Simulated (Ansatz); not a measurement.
# SbNH4: small, medium and large basis sets

The task here is to estimate one member of a computed series from the others.

The runs use Ansatz 0.2.0, Gaussian basis; one geometry, several basis sets.

Plan: PBE0-D4/def2-SVP; ωB97M-V/def2-SVP; PBE0-D4/def2-QZVPP; ωB97M-V/def2-QZVPP; the functionals' def2-TZVPP values are taken from earlier runs.

## The relaxed structure

An earlier PBE0-D4 in a triple-zeta def2 set relaxation fixed the geometry. Sb takes the def2 core potential; no spin-orbit term is included.

SMILES `[NH2][SbH2]`, 6 atoms, charge 0, spin multiplicity 1.

Atoms are counted from 1 here; the program's logs count them from 0.

Bond lengths: N1–Sb2 2.036 Å, N1–H3 1.012 Å, N1–H4 1.012 Å, Sb2–H5 1.724 Å, Sb2–H6 1.710 Å. Angles: Sb2–N1–H3 114.0°, Sb2–N1–H4 111.2°, H3–N1–H4 108.1°, N1–Sb2–H5 99.5°, N1–Sb2–H6 93.5°, H5–Sb2–H6 90.2°.

As a file:

```
N    -0.0616   -0.9947    0.3640
Sb    0.6327    0.9193    0.3354
H    -0.7450   -1.1949   -0.3544
H     0.6957   -1.6592    0.2708
H     0.4227    1.2738   -1.3383
H    -0.9023    1.5919    0.6765
```

Set-up of the first run:

in.yaml

```yaml
crystal:
  periodic: [false, false, false]
  atoms:
    - {symbol: N, position_ang: [-0.061587, -0.994719, 0.364027]}
    - {symbol: Sb, position_ang: [0.632717, 0.919303, 0.335397]}
    - {symbol: H, position_ang: [-0.745015, -1.194895, -0.354421]}
    - {symbol: H, position_ang: [0.695694, -1.659231, 0.270756]}
    - {symbol: H, position_ang: [0.422740, 1.273762, -1.338326]}
    - {symbol: H, position_ang: [-0.902349, 1.591880, 0.676466]}
basis:
  gaussian: {orbitals: def2-SVP}
hamiltonian: {xc: pbe0, dispersion: d4}
output: {orbitals: {seedname: orbitals}}
```

Run with:

```
> ansatz run in.yaml --threads 2 --pin off --events-out ev --progress --plain --max-ram 4352MiB
```

Among the steps run: PBE0-D4 in def2-SVP; ωB97M-V in def2-SVP; PBE0-D4 in def2-QZVPP; ωB97M-V in def2-QZVPP.

One table of the session follows, with a row left open; its other results are not shown here.

It belongs to the step «Density functionals: the series». 

```
functional       basis  HOMO (eV)
   PBE0-D4    def2-SVP      -7.08
   PBE0-D4  def2-TZVPP      -7.31
   PBE0-D4  def2-QZVPP          ?
   ωB97M-V    def2-SVP      -9.30
   ωB97M-V  def2-TZVPP      -9.45
   ωB97M-V  def2-QZVPP      -9.48
```

Q: Estimate the row for PBE0-D4, def2-QZVPP from the others.

As computed: HOMO (eV): -7.34. In the column «HOMO (eV)» it lies between ωB97M-V, def2-SVP (-9.30) and PBE0-D4, def2-TZVPP (-7.31).
